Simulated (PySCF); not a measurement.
# [TaH6]−: how tightly the ligands are held

Aim: take one ligand of each kind off [TaH6]−, with both parts rigid, and scan its distance from the metal. It is a constructed species; whether it can be made isn't addressed.

Computed with PySCF 2.14.0. Level: r2SCAN, Ta def2-SVP with ECP60, H def2-SVP; scalar-relativistic core potentials, no spin–orbit coupling.

3 further runs of the same task are left out: 2 for a known fault of the program, 1 set aside as unsound or not needed.

## Step 1: The system as given

7 atoms, charge -1, spin multiplicity 1.

Bond lengths: Ta1–H2 1.836 Å, Ta1–H3 1.836 Å, Ta1–H4 1.836 Å, Ta1–H5 1.783 Å, Ta1–H6 1.783 Å, Ta1–H7 1.783 Å. Angles: H2–Ta1–H3 104.6°, H2–Ta1–H4 104.6°, H2–Ta1–H5 73.2°, H2–Ta1–H6 127.3°, H2–Ta1–H7 127.3°, H3–Ta1–H4 104.6°, H3–Ta1–H5 127.3°, H3–Ta1–H6 73.2°, H3–Ta1–H7 127.3°, H4–Ta1–H5 127.3°, H4–Ta1–H6 127.3°, H4–Ta1–H7 73.2°, H5–Ta1–H6 69.0°, H5–Ta1–H7 69.0°, H6–Ta1–H7 69.0°.

As a file:

```xyz
7
H6Ta
Ta    0.0000    0.0000    0.0997
H     1.6771    0.0000    0.8472
H    -0.8386    1.4524    0.8472
H    -0.8386   -1.4524    0.8472
H     1.1662    0.0000   -1.2492
H    -0.5831    1.0100   -1.2492
H    -0.5831   -1.0100   -1.2492
```

Formal oxidation states: Ta +5. An earlier session relaxed this geometry at r2SCAN, Ta def2-SVP with ECP60, H def2-SVP (singlet, point group C3v).

## Step 2: H taken off

The ligand (atom 2) keeps its formal charge and a closed shell where it can; ligand and rest are solved at the complex's geometry, in vacuum, with the settings of the relaxation.

```
   part  charge    state  energy (Eh)
complex      -1  singlet   -60.550073
 ligand      -1  singlet    -0.481480
   rest       0  singlet   -59.860239
```

Wall time 0.9 s (2 threads of Arm Neoverse V1, shared host).

## Step 3: Rigid scan of H

Atom 2 moves along the line from atom 1; the distance is to the donor, the donors' midpoint or the ring centre. Each point starts from the density of the one before.

```
distance (Å)  energy from the relaxed point (eV)
        1.54                               0.686
        1.64                               0.263
        1.74                               0.057
        1.84                               0.000
        1.94                               0.044
        2.04                               0.154
        2.24                               0.485
        2.54                               1.071
        2.94                               1.798
        3.44                               2.506
```

Wall time 8.2 s (2 threads of Arm Neoverse V1, shared host).

## Step 4: Summary of results

| quantity | value |
| --- | --- |
| taking off H | 5.67 eV |
| stiffness of the H contact | 10.1 eV/Å² |

In words: Taking off H as a fragment of charge -1 costs 5.67 eV. Near 1.84 Å the H contact has a stiffness of about 10.1 eV/Å², and the energy stands 2.51 eV higher at 3.44 Å. The free anion is solved without diffuse functions, no counterpoise correction is made, and the parts aren't relaxed; each of these makes the binding look larger. These are double-zeta-type bases without diffuse functions. Spin–orbit coupling is left out.
